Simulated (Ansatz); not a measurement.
# O (+7) (doublet): energies up the ladder

Wanted for O (+7) (doublet): energies up the ladder. Charge +7. Spin multiplicity 2.

Program: Ansatz 0.2.0. Level of theory: the levels named in each step. These are calculated values, not measurements.

### 1 The system as given

Coordinates:

```xyz
1

O     0.0000    0.0000    0.0000
```

### 2 Single point, PBE0/def2-TZVPP

File input.yaml:

```yaml
crystal:
  periodic: [false, false, false]
  atoms:
    - { symbol: O, position_ang: [0.0, 0.0, 0.0] }
magnetization:
  spin_polarized: true
  initial_magnetization: 1
total_charge: 7
basis:
  gaussian: { orbitals: def2-TZVPP }
hamiltonian:
  xc: pbe0
```

Run with:

```bash
> ansatz run input.yaml --threads 1 --pin off --max-ram 2560MiB --backend cpu --events-out ev --progress --plain --runs-dir out
```

The runs that follow: Single point, PBE/def2-TZVPP; Single point, r2SCAN/def2-TZVPP; Single point, B3LYP/def2-TZVPP; Single point, wB97M-V/def2-TZVPP; Single point, B2PLYP/def2-TZVPP; Single point, LDA/def2-TZVPP; Single point, PBE0/def2-SVP; Single point, PBE/def2-SVP; Single point, HF/def2-TZVPP; Single point, HF/def2-QZVPP.

What does the calculation give? Wanted: energy at CCSD(T)/CBS.

**Answer**, as computed:

| quantity | value |
| --- | --- |
| energy at CCSD(T)/CBS | -870.794 eV |

These totals serve in differences with atoms or fragments at the same level; alone they don't rank the methods.
